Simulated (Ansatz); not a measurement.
Be2Si:

```
Si Be
1.0
     0.00000    2.64000    2.64000
     2.64000    0.00000    2.64000
     2.64000    2.64000    0.00000
Si Be
1 2
Direct
  0.00000 0.00000 0.00000
  0.25000 0.25000 0.25000
  0.75000 0.75000 0.75000
```

The cell comes from a database or a generator and needn't be the stable form of this composition.

```yaml
Program: Ansatz 0.2.0
Task: single point
Functional: PBE
Potentials_or_basis: Ansatz PAW
Cutoff: "420 eV (not typed: the program's choice for these potentials)"
k_mesh: 9 × 9 × 9
Occupations: fermi-dirac, width 0.05 eV
Spin: no spin polarisation
```

On this cell: pressure 0.2 GPa; largest force zero by symmetry; band gap on the k mesh none (metal or under the smearing width).

The same run follows on a disturbed copy (atoms moved at random, drawn with an rms of 0.05 Å):

```
Si Be
1.0
     0.00000    2.64000    2.64000
     2.64000    0.00000    2.64000
     2.64000    2.64000    0.00000
Si Be
1 2
Direct
  0.00341 0.01566 0.99530
  0.24675 0.23997 0.25804
  0.74663 0.75839 0.74985
```

Task: What does the disturbed cell give?

Result: The energy (extrapolated to zero smearing) moves by +7.0 meV/atom; pressure 0.4 GPa; largest force 0.520 eV/Å; band gap on the k mesh none (metal or under the smearing width).

Forces on the atoms (eV/Å):
```
Si  -0.145 -0.007 -0.499
Be   0.128 -0.022  0.359
Be   0.016  0.028  0.141
```

Stress tensor (GPa, compression positive):
```
 0.43  0.74 -0.11
 0.74  0.44  0.36
-0.11  0.36  0.39
```
